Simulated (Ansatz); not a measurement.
# C3H6BN: a ladder of functionals and wavefunction methods

How much do the methods differ for C3H6BN? The plan is to run it at one geometry with functionals of several rungs and with coupled cluster, and see how far each lands from CCSD(T) at the basis-set limit for the atomisation energy.

The runs use Ansatz 0.2.0, Gaussian basis; functionals in def2-TZVPP, the program's frozen cores in correlated methods.

Plan: LDA (SPW92), PBE-D4, revPBE-D4, BLYP-D4, r2SCAN-D4, B97M-V, PBE0-D4, B3LYP-D4, r2SCANh-D4, r2SCAN0-D4, HSE06-D4, BHLYP-D4, CAM-B3LYP-D4, LC-ωPBE, ωB97X-V, ωB97M-V, B2PLYP, PBE-QIDH; CCSD(T)/def2-SVP; CCSD(T)/def2-TZVPP; MP2/def2-QZVPP; extrapolation to the limit; RPA on PBE.

**1. Structure used throughout**

An earlier PBE0-D4 in a triple-zeta def2 set relaxation fixed the geometry.

SMILES `BC1C=CN1`, 11 atoms, charge 0, spin multiplicity 1.

Atoms are counted from 1 here; the program's logs count them from 0.

Bond lengths: B1–C2 1.542 Å, B1–H6 1.198 Å, B1–H7 1.197 Å, C2–C3 1.525 Å, C2–N5 1.478 Å, C2–H8 1.086 Å, C3–C4 1.372 Å, C3–H9 1.077 Å, C4–N5 1.365 Å, C4–H10 1.084 Å, N5–H11 1.014 Å. Angles: C2–B1–H6 119.3°, C2–B1–H7 119.3°, H6–B1–H7 121.1°, B1–C2–C3 78.4°, B1–C2–N5 112.2°, B1–C2–H8 127.6°, C3–C2–N5 85.8°, C3–C2–H8 120.7°, N5–C2–H8 117.2°, C2–C3–C4 87.5°, C2–C3–H9 134.9°, C4–C3–H9 135.3°, C3–C4–N5 96.7°, C3–C4–H10 136.6°, N5–C4–H10 126.6°, C2–N5–C4 89.6°, C2–N5–H11 121.4°, C4–N5–H11 122.0°.

As a file:

```
B    -1.14261    0.71207   -0.16917
C    -0.55605   -0.62989    0.31347
C     0.49689    0.35854    0.80362
C     1.33245   -0.14768   -0.15913
N     0.49652   -1.13633   -0.59254
H    -1.92133    1.29649    0.52951
H    -0.89442    1.09694   -1.27530
H    -1.00827   -1.34284    0.99580
H     0.62521    0.95296    1.69207
H     2.32279    0.07554   -0.54016
H     0.31424   -1.29271   -1.57767
```

**2. LDA**

This LDA is Slater exchange with PW92 correlation.

Input file in.yaml:

```yaml
crystal:
  periodic: [false, false, false]
  atoms:
    - {symbol: B, position_ang: [-1.142615, 0.712072, -0.169169]}
    - {symbol: C, position_ang: [-0.556055, -0.629892, 0.313472]}
    - {symbol: C, position_ang: [0.496894, 0.358536, 0.803617]}
    - {symbol: C, position_ang: [1.332447, -0.147677, -0.159133]}
    - {symbol: N, position_ang: [0.496519, -1.136327, -0.592536]}
    - {symbol: H, position_ang: [-1.921334, 1.296493, 0.529509]}
    - {symbol: H, position_ang: [-0.894420, 1.096940, -1.275304]}
    - {symbol: H, position_ang: [-1.008272, -1.342837, 0.995802]}
    - {symbol: H, position_ang: [0.625208, 0.952960, 1.692071]}
    - {symbol: H, position_ang: [2.322787, 0.075538, -0.540159]}
    - {symbol: H, position_ang: [0.314240, -1.292706, -1.577671]}
basis:
  gaussian: {orbitals: def2-TZVPP}
hamiltonian: {xc: lda}
output: {orbitals: {seedname: orbitals}}
```

Command:

```console
$ ansatz run in.yaml --threads 2 --pin off --events-out ev --progress --plain --max-ram 4352MiB
```

The runs that follow: PBE-D4 (GGA); revPBE-D4 (GGA); BLYP-D4 (GGA); r2SCAN-D4 (meta-GGA); B97M-V (meta-GGA); B3LYP-D4 (hybrid); r2SCANh-D4 (hybrid); r2SCAN0-D4 (hybrid); HSE06-D4 (hybrid); BHLYP-D4 (hybrid); CAM-B3LYP-D4 (range-separated); LC-ωPBE (range-separated); ωB97X-V (range-separated); ωB97M-V (range-separated); B2PLYP (double hybrid); PBE-QIDH (double hybrid); CCSD(T) in def2-SVP; CCSD(T) in def2-TZVPP; MP2 in def2-QZVPP; RPA on PBE orbitals.

Q: Predict the results of all the runs planned. Wanted: atomisation energy, CCSD(T)/CBS; farthest beyond LDA; mean size of error, GGA; mean size of error, meta-GGA; mean size of error, hybrid; mean size of error, range-separated; mean size of error, double hybrid; gap, smallest and largest; T1 diagnostic.

**Answer**, as computed:

| quantity | value |
| --- | --- |
| atomisation energy, CCSD(T)/CBS | 4357.3 kJ/mol |
| functionals within 21.8 kJ/mol (0.5 %) | r2SCANh-D4, B2PLYP |
| farthest beyond LDA | PBE-D4 (+187.0 kJ/mol) |
| mean size of error, GGA | 98.8 kJ/mol |
| mean size of error, meta-GGA | 46.5 kJ/mol |
| mean size of error, hybrid | 62.6 kJ/mol |
| mean size of error, range-separated | 43.4 kJ/mol |
| mean size of error, double hybrid | 20.5 kJ/mol |
| gap, smallest and largest | 4.00 eV (LDA (SPW92)), 10.81 eV (LC-ωPBE) |
| T1 diagnostic | 0.0149 |
| triples share of the correlation energy | 4.7 % |

The LDA atomisation energy is off by 743.9 kJ/mol (17 %): it overbinds. PBE-D4 misses by +187.0 kJ/mol. Double hybrids carry the basis error of their MP2 part in triple zeta, and no dispersion term here, so their miss is partly the set-up's. By mean error the best rung here is double hybrid (20.5 kJ/mol) and the worst beyond LDA is GGA (98.8 kJ/mol). Misses under about 21.8 kJ/mol are within the doubt on the reference itself, which lacks core-valence correlation, relativity and higher excitations. Hartree-Fock recovers 71 % of the binding; the rest is correlation. CCSD(T) in def2-SVP is off by -189.1 kJ/mol, worse than the median functional, from the basis alone. Orbital gaps span 4.0 to 10.8 eV; exact exchange widens them.
